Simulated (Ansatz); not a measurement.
Sn3Se:

```
CELL_PARAMETERS angstrom
4.74188 0.00000 0.00000
0.00000 4.74188 0.00000
0.00000 0.00000 4.74188
ATOMIC_POSITIONS crystal
Sn 0.50000 0.50000 0.00000
Sn 0.50000 0.00000 0.50000
Sn 0.00000 0.50000 0.50000
Se 0.00000 0.00000 0.00000
```

The cell comes from a database or a generator and needn't be the stable form of this composition.

Below is the output of Ansatz 0.2.0 for this cell. Logs are shortened: lines on timing, memory, paths and dates and some standing lists are left out, and cuts for length are marked.

```text
Warning: RAYON_NUM_THREADS=2 ignored (pool sized by the plan → 2); use --threads N
scf.n_extra_bands = 10 over 29 filled bands (N_el = 58.0): the run solves 39 bands
Engine: ansatz 0.2.0, aarch64-unknown-linux-gnu
Pseudopotentials: kind: paw
Pseudopotential: Sn, paw, valence charge 14, recommended cutoff 420 eV (normal), Sn.paw.azcp
Pseudopotential: Se, paw, valence charge 16, recommended cutoff 420 eV (normal), Se.paw.azcp
Functional definition: PBE
  parameter kappa = 0.804
  parameter beta = 0.06672455060314922
  exchange = pbe_x(kappa = kappa, mu = beta*pi^2/3)
  correlation = pbe_c(beta = beta)
Crystal: 4 atoms, lattice volume = 106.623 Å³
Basis set: ecut = 420 eV, 2103 PW (Γ), exchange–correlation on 64×64×64 points (8 copies of the dense FFT grid, shifted against one another)
Bands: 39, of which v1, the nominal top of the filled ones, is band 29 counted from 1 (28 counted from 0)
Symmetry: 48 space group operations
Space group: Pm-3m (ITA 221), of the structure as read, at distance tolerance 4.7e-5 Å
k-points: 20 of 216
Non-local potential: Sn, projectors of the file, l = 0: 2, l = 1: 2, l = 2: 2, l = 3: 2
Non-local potential: Se, projectors of the file, l = 0: 2, l = 1: 2, l = 2: 3, l = 3: 1
PAW form: soft (Blöchl's): semilocal exchange-correlation on the pseudo side does not see the compensation charge
PAW one-centre angular grid: Sn, 590 points (default); XC on 64 Gauss nodes
PAW one-centre angular grid: Se, 590 points (default); XC on 64 Gauss nodes
Initial density: superposition of atomic densities (neutral atoms: chi_scale 0, normalization atom), corrected by the library's trained network
Initial wavefunctions: pseudopotential atomic-orbital guess
Functional: x = pbe(κ = 0.804, μ = 0.2195149727645171), c = pbe(β = 0.06672455060314922)
SCF iter   1: F=—  HF=-23541.530024 eV  |F-HF|=—  |Δ(HF+E_count)|=         —  Δρ=2.29e-3  dr2=1.13e-2  ethr=1.77e-3  ⟨swp⟩=7.3  Hψ=3484  notcnv=0  defer=25
preconditioner: auto → Kerker (q_TF=auto, 2.465 Å⁻¹)  [metal: Δε(μ)=0.098 eV  Ē_g=19.733 eV  σ=0.050 eV  W_gap=0.45  n_scr=26 (ndim 8)  ℏωp=24.9 eV  f_vac=0.000  D(μ)=2.38/eV (n_scr^D=18)]
SCF iter   2: F=—  HF=-23541.525960 eV  |F-HF|=—  |Δ(HF+E_count)|=   4.06e-3  Δρ=1.57e-3  dr2=5.78e-3  ethr=1.96e-5  ⟨swp⟩=1.9  Hψ=1111  notcnv=0  defer=52
SCF iter   3: F=—  HF=-23541.524509 eV  |F-HF|=—  |Δ(HF+E_count)|=   1.45e-3  Δρ=5.71e-4  dr2=7.39e-4  ethr=9.97e-6  ⟨swp⟩=2.0  Hψ=1277  notcnv=0  defer=52
SCF iter   4: F=—  HF=-23541.524115 eV  |F-HF|=—  |Δ(HF+E_count)|=   3.94e-4  Δρ=3.00e-4  dr2=1.22e-4  ethr=1.27e-6  ⟨swp⟩=2.0  Hψ=1298  notcnv=0  defer=52
SCF iter   5: F=—  HF=-23541.524106 eV  |F-HF|=—  |Δ(HF+E_count)|=   8.84e-6  Δρ=9.74e-5  dr2=1.43e-5  ethr=2.10e-7  ⟨swp⟩=2.0  Hψ=1195  notcnv=0  defer=52
SCF iter   6: F=—  HF=-23541.524062 eV  |F-HF|=—  |Δ(HF+E_count)|=   4.44e-5  Δρ=4.50e-5  dr2=2.39e-6  ethr=2.47e-8  ⟨swp⟩=2.0  Hψ=1300  notcnv=0  defer=52
SCF iter   7: F=-23541.524062 eV  HF=-23541.524062 eV  |F-HF|=4.16e-8  |Δ(HF+E_count)|=   4.06e-7  Δρ=9.25e-6  dr2=7.24e-8  ethr=1.72e-10  ⟨swp⟩=9.2  Hψ=4298  notcnv=0
SCF 1 converged in 7 iterations: F = -23541.524062 eV  dr2 = 7.24e-8
  greatest PAW one-centre occupation: 1.000 electrons in one spin orbital (limit 2), on the Se atom at site 3 (counted from 0), in its partial waves of l = 2
NSCF: frozen V_eff on 86 k-points
SCF converged after 7 iterations
Free energy (F): -23541.524062 eV
Harris-Foulkes:  -23541.524062 eV  (|F-HF|=4.16e-8)
Internal energy: -23541.503860 eV  (E = F + TS)
E sigma→0 (E₀):  -23541.513961 eV
Entropy (-TS):   -0.020202 eV (-5.051 meV/atom)
Fermi energy:    10.439870 eV
--- Per-component energies (eV) ---
  E_band       = -619.911520
  E_kinetic    = 673.462437
  E_local      = -4803.642232  (includes V_loc(G=0)·N_el)
  E_nonlocal   = -693.654758
  E_hartree    = 2713.135456
  E_xc         = -1252.773779
  E_vxc        = -386.600781  (∫ρ·V_xc dr)
  E_paw        = -14313.208634  (= ΣΔE_a)
  E_vpaw       = -835.743125  (= ΣTr[D̂ρ^β])
  E_aug_tail   = -0.000556  (compensation charges beyond the density's cutoff)
  E_ewald      = -5864.821793
  E_smearing   = -0.020202  (= −TS)
  E_closure    = 0.000000  (closes the sum)
  Σ components = -23541.524062   (vs F -23541.524062, Δ=0.00e0)
--- Forces (eV/Å), atoms counted from 1 ---
  atom   1  Sn    -0.00000000    -0.00000000    -0.00000000
  atom   2  Sn    -0.00000000    -0.00000000     0.00000000
  atom   3  Sn     0.00000000     0.00000000     0.00000000
  atom   4  Se    -0.00000000     0.00000000    -0.00000000
  max |Σ_I F_I| component: 5.06e-29 eV/Å
--- Stress (GPa, compression-positive) ---
        0.259743       0.000000       0.000000
       -0.000000       0.259743       0.000000
        0.000000       0.000000       0.259743
  P = ⅓ Tr σ = 0.2597 GPa (2.597 kbar)
--- Band table (eV; the first three rows and the last of 20) ---
  k-point 0: bands = ["-37.6128", "-37.6128", "-37.6128", "-37.6127", "-37.6127", "-11.3619", "-11.3619", "-11.3619", "-11.3414", "-11.3414", "-11.3086", "-11.2694", "-11.2694", "-11.2694", "-11.2100", "-11.1613", "-11.1613", "-11.1205", "-11.1205", "-11.1205", "-3.0888", "1.3595", "5.5674", "5.5674", "6.1314", "6.1314", "6.1314", "10.3942", "10.3942", "10.3942", "12.7353", "12.7353", "12.7353", "14.6608", "15.8887", "15.8887", "16.1091", "16.1091", "16.1091"]
  k-point 1: bands = ["-37.6128", "-37.6128", "-37.6128", "-37.6127", "-37.6127", "-11.3590", "-11.3482", "-11.3482", "-11.3404", "-11.3333", "-11.2993", "-11.2723", "-11.2690", "-11.2690", "-11.2173", "-11.1691", "-11.1611", "-11.1365", "-11.1365", "-11.1205", "-3.0136", "1.2855", "4.3888", "5.6527", "6.3076", "6.3076", "7.6402", "10.0756", "10.1271", "10.1271", "11.8677", "12.3783", "12.3783", "15.3339", "15.8278", "16.1564", "16.1564", "16.2584", "16.7192"]
  k-point 2: bands = ["-37.6128", "-37.6128", "-37.6128", "-37.6127", "-37.6127", "-11.3526", "-11.3385", "-11.3142", "-11.3142", "-11.3130", "-11.2787", "-11.2756", "-11.2644", "-11.2644", "-11.2360", "-11.1895", "-11.1792", "-11.1792", "-11.1606", "-11.1205", "-2.8459", "1.0675", "3.5764", "5.8468", "6.7871", "6.7871", "8.6278", "9.2848", "9.2848", "10.5489", "10.7581", "12.3859", "12.3859", "14.3781", "15.0619", "15.0619", "16.5059", "16.6986", "18.2257"]
  k-point 19: bands = ["-37.6128", "-37.6128", "-37.6128", "-37.6127", "-37.6127", "-11.3492", "-11.3356", "-11.3356", "-11.3356", "-11.2930", "-11.2930", "-11.2930", "-11.2561", "-11.2561", "-11.1809", "-11.1809", "-11.1809", "-11.1624", "-11.1624", "-11.1624", "-2.3734", "3.6046", "3.6046", "3.6046", "5.2086", "5.2086", "5.2086", "5.7414", "12.4134", "12.4134", "12.4134", "16.3203", "16.3203", "16.5618", "16.5618", "16.5618", "17.3760", "20.2225", "20.2225"]
```

Question: Write the input and the command behind it.

Answer: Band structure with PBE, no spin polarisation. The files as run (others can give the same):

input.yaml
```yaml
crystal:
  lattice:
    - [4.741879, 0.0, 0.0]
    - [0.0, 4.741879, 0.0]
    - [0.0, 0.0, 4.741879]
  atoms:
    - { symbol: Sn, position: [0.5, 0.5, 0.0] }
    - { symbol: Sn, position: [0.5, 0.0, 0.5] }
    - { symbol: Sn, position: [0.0, 0.5, 0.5] }
    - { symbol: Se, position: [0.0, 0.0, 0.0] }
hamiltonian:
  xc: pbe
  pseudopotentials: { kind: paw }
kpoints:
  mp_grid: { grid: [6, 6, 6] }
  band_path:
    path:
      - [[0.0, 0.0, 0.0], [0.0, 0.5, 0.0], [0.5, 0.5, 0.0], [0.0, 0.0, 0.0], [0.5, 0.5, 0.5], [0.0, 0.5, 0.0]]
      - [[0.5, 0.5, 0.0], [0.5, 0.5, 0.5]]
    npoints: 14
scf:
  occupations: { method: fermi_dirac, width: 0.05 }
  n_extra_bands: 10
output:
  forces: true
  stress: true
  eigenvalues: true
  fatbands: false
```

Potentials or basis: Ansatz PAW.
Command:
```bash
$ ansatz run input.yaml --threads 2 --pin off --max-ram 5632MiB --backend cpu --events-out ev --progress --plain --runs-dir out
```

Caveat: spin-orbit coupling is left out, which moves the levels of the heavy elements.
